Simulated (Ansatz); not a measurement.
# C2H8GeSi: the cost of one run

Program: the Python package of Ansatz 0.2.0. Level of theory: MP2/6-31G*. These are calculated values, not measurements.

## 1. The structure

Bond lengths: Ge1–C2 1.906 Å, C2–C3 1.449 Å, C2–Si4 1.923 Å, C3–Si4 1.865 Å, Ge1–H5 1.592 Å, Ge1–H6 1.610 Å, Ge1–H7 1.542 Å, C2–H8 1.071 Å, C3–H9 1.126 Å, C3–H10 1.148 Å, Si4–H11 1.403 Å, Si4–H12 1.487 Å. Angles (14 of 24 angles, heavy atoms first): Ge1–C2–C3 113.2°, Ge1–C2–Si4 110.6°, C3–C2–Si4 65.4°, C2–C3–Si4 69.6°, C2–Si4–C3 45.0°, Ge1–C2–H8 122.1°, C3–C2–H8 114.6°, Si4–C2–H8 117.7°, C2–Ge1–H5 110.1°, C2–Ge1–H6 109.7°, C2–Ge1–H7 113.2°, C2–C3–H9 118.8°, C2–C3–H10 115.7°, Si4–C3–H9 114.8°.

The script holds or builds the structure itself.

## 2. The code

energy_c2h8gesi.py reads:

```python
"""Single point of C2H8GeSi in a Gaussian basis."""

import warnings

import ansatz as az

BASIS_SET = "6-31G*"
LEVEL = "mp2"

warnings.simplefilter("ignore", az.DeckWarning)

mol = (
    az.Crystal.molecule()
    .atom("Ge", (-0.771, 1.1776, -0.9243))
    .atom("C", (-0.5596, -0.0981, 0.4762))
    .atom("C", (0.7719, -0.1024, 1.049))
    .atom("Si", (0.5547, -1.5557, -0.099))
    .atom("H", (-1.9839, 0.7592, -1.8665))
    .atom("H", (-1.1632, 2.609, -0.3011))
    .atom("H", (0.5001, 1.3582, -1.7775))
    .atom("H", (-1.3443, -0.3159, 1.1716))
    .atom("H", (1.5145, 0.6688, 0.7006))
    .atom("H", (0.8338, -0.3734, 2.1625))
    .atom("H", (1.2897, -1.3953, -1.2836))
    .atom("H", (0.4345, -2.7872, 0.726))
)

calc = (
    mol.calculation()
    .basis(gaussian=BASIS_SET)
    .correlation(LEVEL)
)
result = calc.run()
summary = result.report

print("reference energy %16.6f eV" % summary["reference_energy_ev"])
print("total energy     %16.6f eV" % summary["free_energy_ev"])
print("occupied orbitals outside the frozen core (up, down):", summary["n_occupied"], " frozen:", summary["n_frozen"], " virtual:", summary["n_virtual"])

parts = summary["correlation"]
for name in ("random_phase", "coupled_cluster", "perturbative"):
    if name in parts:
        print(f"{name:16s} {parts[name]['energy']['hartree']:12.7f} Ha")
if "second_order" in parts:
    pair = parts["second_order"]
    print(f"MP2 same spin {pair['same_spin']['hartree']:.7f} Ha, opposite spin {pair['opposite_spin']['hartree']:.7f} Ha")

field = summary["mean_field"]
print("<S^2> =", round(abs(field["state"]["spin_squared"]), 4), " all-electron relativity setting:", field["relativity"])
print("passes:", field["passes"])
if "symmetry" in field:
    print("occupied orbitals by irrep:", field["symmetry"]["occupied"])
```

## 3. Running it

Launch:

```
python energy_c2h8gesi.py
```

**Question.** How long does this script take on 1 thread of AMD EPYC 7R43 (Zen 3), shared host, and how much memory does it need?

About 5.4 s, with a peak of 0.25 GiB.
